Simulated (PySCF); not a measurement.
**CaC (triplet): changing the method**

Aim: see what other levels and later steps give for CaC (triplet).

Computed with PySCF 2.14.0. Level: method and basis as typed in the scripts.

6 further runs of the same task are left out: 6 that didn't finish.

**1. The system as given**

CaC (triplet): 2 atoms, charge 0, spin multiplicity 3.

Bond lengths: Ca1–C2 2.070 Å.

**2. The base run**

The input, input.py:

```python
from pyscf import gto, dft
from pyscf.geomopt.geometric_solver import optimize

mol = gto.M(
    atom='Ca 0 0 0; C 0 0 2.07',
    basis='crenbl',
    ecp={'Ca': 'crenbl', 'C': 'crenbl'},
    charge=0,
    spin=2,
    symmetry=True,
    verbose=4,
)
mf = dft.ROKS(mol, xc='m062x')
mf.kernel()
g = mf.nuc_grad_method()
g.grid_response = True
mol_eq = optimize(g.as_scanner(), maxsteps=30)
print('optimised geometry (angstrom)')
print(mol_eq.tostring('raw'))
print('orbital energies (hartree):', mf.mo_energy[..., max(0, mol.nelec[1]-3):mol.nelec[0]+3].round(4))
```

On the command line:

```console
python input.py
```

**3. Stability test (UKS)**

Run 1 changes step after the SCF: optimize → stability; SCF type: ROKS → UKS; point-group symmetry: on → off.

The input, input.py:

```python
from pyscf import gto, dft

mol = gto.M(
    atom='Ca 0 0 0; C 0 0 2.07',
    basis='crenbl',
    ecp={'Ca': 'crenbl', 'C': 'crenbl'},
    charge=0,
    spin=2,
    verbose=4,
)
mf = dft.UKS(mol, xc='m062x')
mf.kernel()
mf.stability(internal=True, external=True)
mf.dip_moment()
print('orbital energies (hartree):', [e[max(0, n-3):n+3].round(4) for e, n in zip(mf.mo_energy, mol.nelec)])
```

**4. O3lyp**

Run 2 changes functional: m062x → o3lyp.

input.py: that of step 2 with these lines changed.

```diff
@@ -12,3 +12,3 @@
 )
-mf = dft.ROKS(mol, xc='m062x')
+mf = dft.ROKS(mol, xc='o3lyp')
 mf.kernel()
```

What does the calculation give? Wanted: for each run, E(SCF); from base; gap, α spin; SCF dipole; after the SCF.

The runs gave:

```csv
run,E(SCF) (hartree),from base (eV),cycles,"gap, α spin (eV)",SCF dipole (D),after the SCF
base,-41.934753,0,10,n/a,n/a,"bond 2.597 Å, -1.092 eV"
stability test (UKS),-41.975076,-1.0972,14,4.13,5.08,unstable: UHF/UKS -> GHF/GKS
o3lyp,-42.050341,not comparable,15,n/a,n/a,"bond 2.642 Å, -1.129 eV"
```

SCF columns refer to the geometry typed in the script.

What this shows: A lower total energy from another functional means nothing by itself.
